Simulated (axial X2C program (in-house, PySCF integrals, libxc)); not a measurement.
**MnS⁺: properties at the nuclei**

Wanted for MnS⁺: properties at the nuclei, at the two-component level.

Method: two-component X2C with atomic mean-field terms, Mn dyall-cv3z, S dyall-av3z; program: an in-house X2C program for linear molecules on PySCF integrals.

All values are calculated.

## 1. The job

task.json reads:

```json
{
 "zs": [
  25,
  16
 ],
 "q": 1,
 "bas": [
  "dyall-cv3z",
  "dyall-av3z"
 ],
 "r0": 1.99,
 "levels": [
  "PBE0",
  "HF",
  "PBE",
  "PBE50",
  "TPSSh"
 ],
 "nst": 3
}
```

Keys: zs atomic numbers; q charge; bas basis sets; r0 starting distance in Å; levels methods (HF also brings MP2); nst determinants followed.

Launch:

```bash
$ python soeom.py task.json out
```

After this run come: Expectation values, lowest determinant; Expectation values, a higher determinant; Expectation values, a higher determinant.

Before running it: what results should come out? Wanted: lowest determinant; Eeff magnitude; Ws magnitude Mn; A∥/gI Mn; qzz Mn; higher determinant (for each run or level that gives them).

As calculated:

| quantity | value |
| --- | --- |
| lowest determinant | Ω = 1 (excess of +ω over −ω: ω = -3/2, ω = 5/2) |
| Eeff magnitude (GV/cm), PBE0 | 0.431 |
| Ws magnitude Mn (kHz), PBE0 | 0.118 |
| A∥/gI Mn (MHz), PBE0 | 673 |
| qzz Mn (a.u.), PBE0 | -0.63 |
| higher determinant | Ω = 3 (excess of +ω over −ω: ω = 1/2, ω = 5/2) |
| Eeff magnitude (GV/cm), PBE0, higher determinant | 0.438 |
| Ws magnitude Mn (kHz), PBE0, higher determinant | 0.041 |
| A∥/gI Mn (MHz), PBE0, higher determinant | 258 |
| qzz Mn (a.u.), PBE0, higher determinant | -0.63 |
| higher determinant | Ω = 4 (excess of +ω over −ω: ω = 3/2, ω = 5/2) |
| Eeff magnitude (GV/cm), PBE0, higher determinant | 0.419 |
| Ws magnitude Mn (kHz), PBE0, higher determinant | 0.0296 |
| A∥/gI Mn (MHz), PBE0, higher determinant | 161 |
| qzz Mn (a.u.), PBE0, higher determinant | -0.70 |

In the first state, the effective field runs from 0.387 to 0.584 GV/cm over the mean-field levels. The expectation values come from single determinants, which for open shells can mix terms of unlike spin or miss the lowest Ω, so a determinant need not be a state. Eeff is the effective electric field on the electron dipole moment in this Ω state and Ws the scalar–pseudoscalar constant (defined with the proton number Z and per Ω); A∥ is the parallel hyperfine constant, which follows by multiplying with the nuclear g factor gI = μI/(I μN); qzz is the electric field gradient, eQq0 = 234.96 MHz × Q/barn × qzz. The operators were transformed with the bare-nucleus X2C matrices. A second determinant lies within 0.1 eV of the first.
